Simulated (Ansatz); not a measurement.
Working through a scan of one input key of BiPd, space group P6_3/mmc

Program: Ansatz 0.2.0, Python API.

Interactive session:
```pycon
>>> import ansatz as az
>>> from pymatgen.core import Lattice, Structure
>>> from pymatgen.io.ase import AseAtomsAdaptor
>>> pmg_structure = Structure(
...     Lattice([(4.23, 0.0, 0.0), (-2.115, 3.663287, 0.0), (0.0, 0.0, 5.69)]),
...     ["Bi", "Bi", "Pd", "Pd"],
...     [
...         (1 / 3, 2 / 3, 0.25),
...         (2 / 3, 1 / 3, 0.75),
...         (0.0, 0.0, 0.0),
...         (0.0, 0.0, 0.5),
...     ],
... )
>>> cell = az.Crystal.from_ase(AseAtomsAdaptor.get_atoms(pmg_structure))
>>> model = cell.calculation()
>>> model = model.functional("PBEsol")
>>> model = model.basis(41 * az.Ry)
>>> model = model.kpoints(6, 6, 4)
>>> model = model.occupations("cold", width=0.05)
>>> model = model.band_table()
>>> typed = model.input()
>>> rows = []
>>> for value in [2, 6, 12]:
...     edited = typed.set(az.key.scf.n_extra_bands, value)
...     r = az.Session.from_dict(edited).plan().execute().report
...     rows.append((value, r["free_energy_ev"], r["n_iterations"], len(r["eigenvalues_ev"][0]) if "eigenvalues_ev" in r else 0))
...
>>> print("   extra bands            F eV      iterations    bands listed")
   extra bands            F eV      iterations    bands listed
>>> for row in rows:
...     print(f"{str(row[0]):>14s}  {row[1]:14.5f}  {row[2]:14d}  {row[3]:14d}")
...
             2    -38298.60461               6              35
             6    -38298.60461               6              39
            12    -38298.60461               6              45
>>> print(edited.to_yaml())
crystal:
  lattice:
    - [4.23, 0.0, 0.0]
    - [-2.115, 3.663287, 0.0]
    - [0.0, 0.0, 5.69]
  atoms:
    - { symbol: Bi, position: [0.3333333333333333, 0.6666666666666666, 0.25] }
    - { symbol: Bi, position: [0.6666666666666666, 0.3333333333333333, 0.75] }
    - { symbol: Pd, position: [0.0, 0.0, 0.0] }
    - { symbol: Pd, position: [0.0, 0.0, 0.5] }
basis:
  ecutwfc: 557.833418042754
kpoints:
  mp_grid:
    grid: [6, 6, 4]
hamiltonian:
  xc: pbesol
scf:
  occupations:
    method: cold
    width: 0.05
  n_extra_bands: 12
output:
  eigenvalues: true
```

Notes:
- Total energies depend on the potentials; only differences at equal settings carry meaning. A total without «per atom» is that of the whole cell that was run.
- The run is spin-unpolarised.
- The mesh is modest for a metal, so energies can be off by several to tens of meV an atom and pressures by half a GPa or more; differences at equal mesh fare better.
- Spin-orbit coupling, which matters for elements this heavy, is left out.
- The starting cell is as deposited in a crystallographic database; the results hold for this polymorph, which needn't be the stable one.
- Hardware and time: 13 s on 1 thread of AMD EPYC 7R43 64-Core Processor (Zen 3), on a shared host, peak memory 0.58 GiB.
